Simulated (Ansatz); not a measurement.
# TePt: the cost of one run

Method: DFT LDA, scalar-relativistic, plane waves, PAW, in Ansatz 0.2.0.

The COD entry's cell or inner coordinates are ideal or old and differ from later refinements, so a difference from it is no clean test against experiment.

2 further runs of the same task are left out: 2 set aside as unsound or not needed.

## Step 1: The starting structure

It takes space group R-3m (No. 166, trigonal). The conventional cell has a = 3.972 Å, b = 3.972 Å, c = 19.644 Å, α = 90.00°, β = 90.00°, γ = 120.00°. Around Te (site symmetry 3m) lie 3 Pt at 2.61 Å. Around Pt (site symmetry 3m) lie 3 Te at 2.61 Å and 3 Pt at 2.72 Å.

As a file:

```xyz
4
Lattice="1.9858 1.1465 6.5480 -1.9858 1.1465 6.5480 0.0000 -2.2930 6.5480" Properties=species:S:1:pos:R:3 pbc="T T T"
Te    0.0000    0.0000   11.7966
Te    0.0000    0.0000    7.8474
Pt    0.0000    0.0000   17.1043
Pt    0.0000    0.0000    2.5397
```

This cell was relaxed beforehand with the same method: volume 22.36 Å³/atom, gap on the mesh none (metal).

## Step 2: The cell under LDA

Contents of input.yaml:

```yaml
crystal:
  lattice:
    - [1.9858203281, 1.146513901, 6.5480037383]
    - [-1.9858203281, 1.146513901, 6.5480037383]
    - [0.0, -2.2930278019, 6.5480037383]
  atoms:
    - { symbol: Te, position: [0.6005213526, 0.6005213526, 0.6005213526] }
    - { symbol: Te, position: [0.3994786474, 0.3994786474, 0.3994786474] }
    - { symbol: Pt, position: [0.8707139631, 0.8707139631, 0.8707139631] }
    - { symbol: Pt, position: [0.1292860369, 0.1292860369, 0.1292860369] }
basis:
  ecutwfc: 420
kpoints:
  mp_grid: { grid: [12, 12, 12] }
hamiltonian:
  xc: lda
scf:
  occupations: { method: gaussian, width: 0.1 }
output:
  forces: true
  stress: true
  eigenvalues: true
relax:
  adjacent_minimum: "off"
  f_tol: 0.005
  max_steps: 50
  cell: { stress_tol: 0.05 }
```

Started as:

```bash
$ ansatz run input.yaml --threads 1 --pin off --max-ram 2560MiB --backend cpu --events-out ev --progress --plain --runs-dir out
```

**Question.** How long does this run take on 1 thread of an x86-64 CPU, shared host, and how much memory does it need?

About 4.1 min, with a peak of 0.76 GiB.
